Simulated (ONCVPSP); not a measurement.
# An ONCV potential for I, from input to tests

Aim: build the potential from the settings below, then test how well it stands in for the atom: other configurations, scattering, ghost states and the plane-wave cutoff that it needs.

Program: ONCVPSP 4.0.1.1 (patched build). Reference atom: PBE, scalar-relativistic, spherical and spin-unpolarised. All values are calculated.

## Step 1: Settings

The settings as typed:

```json
{"element": "iodine (I, Z = 53)", "type": "optimised norm-conserving Vanderbilt (ONCV)", "frozen core": "[Ar] 3d10", "valence charge": "25", "reference configuration": "4s2 4p6 4d10 5s2 5p5", "partial waves": "4s+5s: rc 1.00 bohr, ncon 4, nbas 8, qcut 11.5 1/bohr, 2 projectors; 4p+5p: rc 1.25 bohr, ncon 4, nbas 9, qcut 12.7 1/bohr, 2 projectors; 4d: rc 1.42 bohr, ncon 3, nbas 7, qcut 12.2 1/bohr, 2 projectors, debl 2.8 Ha", "local potential": "polynomial inside 0.90 bohr (lpopt 5, dvloc0 6 Ha)", "core correction": "not asked for"}
```

The nodes and maxima of the atom's own shells, from an earlier all-electron run, set the scale for the radii.

All-electron outer shells of the reference configuration (PBE, scalar-relativistic, ld1.x):

```
shell  level (eV)  outermost node (bohr)  outermost maximum (bohr)
   3p     -859.35                   0.13                      0.28
   3d     -605.97                      –                      0.23
   4s     -180.60                   0.37                      0.68
   4p     -127.57                   0.37                      0.72
   4d      -50.28                   0.35                      0.78
   5s      -17.41                   0.88                      1.70
   5p       -7.09                   0.96                      2.02
```

## Step 2: The generation run

I.dat reads:

```
# ATOM AND REFERENCE CONFIGURATION
# atsym  z   nc   nv     iexc    psfile
  I 53.00    6    5        4      upf
#
#   n    l    f
    1    0    2.00
    2    0    2.00
    2    1    6.00
    3    0    2.00
    3    1    6.00
    3    2   10.00
    4    0    2.00
    4    1    6.00
    4    2   10.00
    5    0    2.00
    5    1    5.00
#
# PSEUDOPOTENTIAL AND OPTIMIZATION
# lmax
    2
#
#   l,   rc,      ep,       ncon, nbas, qcut
    0    1.00    0.00    4    8   11.50
    1    1.25    0.00    4    9   12.70
    2    1.42    0.00    3    7   12.20
#
# LOCAL POTENTIAL
# lloc, lpopt,  rc(5),   dvloc0
    4    5    0.90    6.00
#
# VANDERBILT-KLEINMAN-BYLANDER PROJECTORs
# l, nproj, debl
    0    2    3.90
    1    2    3.90
    2    2    2.80
#
# MODEL CORE CHARGE
# icmod, fcfact, rcfact
    0    0.00    0.00
#
# LOG DERIVATIVE ANALYSIS
# epsh1, epsh2, depsh
   -8.00    5.00    0.04
#
# OUTPUT GRID
# rlmax, drl
    6.00    0.01
#
# TEST CONFIGURATIONS
# ncnf
    4
# nvcnf
#   n    l    f
    5
    4    0    2.00
    4    1    6.00
    4    2   10.00
    5    0    2.00
    5    1    4.00
#
    5
    4    0    2.00
    4    1    6.00
    4    2   10.00
    5    0    2.00
    5    1    3.00
#
    5
    4    0    2.00
    4    1    6.00
    4    2   10.00
    5    0    2.00
    5    1    2.00
#
    5
    4    0    1.00
    4    1    6.00
    4    2   10.00
    5    0    2.00
    5    1    5.00
#
```

Run with:

```bash
$ oncvpsp.x < I.dat > I.out
```

What does the calculation give? Wanted: cutoffs for 1 and 0.1 mHa per electron, occupied waves; bound ghosts; GHOST(+) flags; largest test error; largest phase difference near zero energy, channels read.

As calculated:

| quantity | value |
| --- | --- |
| cutoffs for 1 and 0.1 mHa per electron, occupied waves | 55 Ha and 63 Ha |
| bound ghosts | none found |
| GHOST(+) flags | s at 613 eV |
| largest test error (AE − PS) | -102 meV, for 4s1 4p6 4d10 5s2 5p5 |
| largest phase difference near zero energy, channels read | 0.000 rad |

What this shows: By total energies transferability is fair for so large an energy: the largest error is 102 meV on 189.9 eV, for 4s1 4p6 4d10 5s2 5p5. That test lies far up in energy; among those under 40 eV, nearer to bonding, the largest error is 7.1 meV. By its cutoff, 55 Ha for the looser tolerance, it is hard. The program's ghost test flags no bound state. Near zero energy the phases of the channels with partial waves agree within 0.001 rad. The program also flags highly localised states, GHOST(+) (s). All of this concerns the isolated atom, not yet a solid.
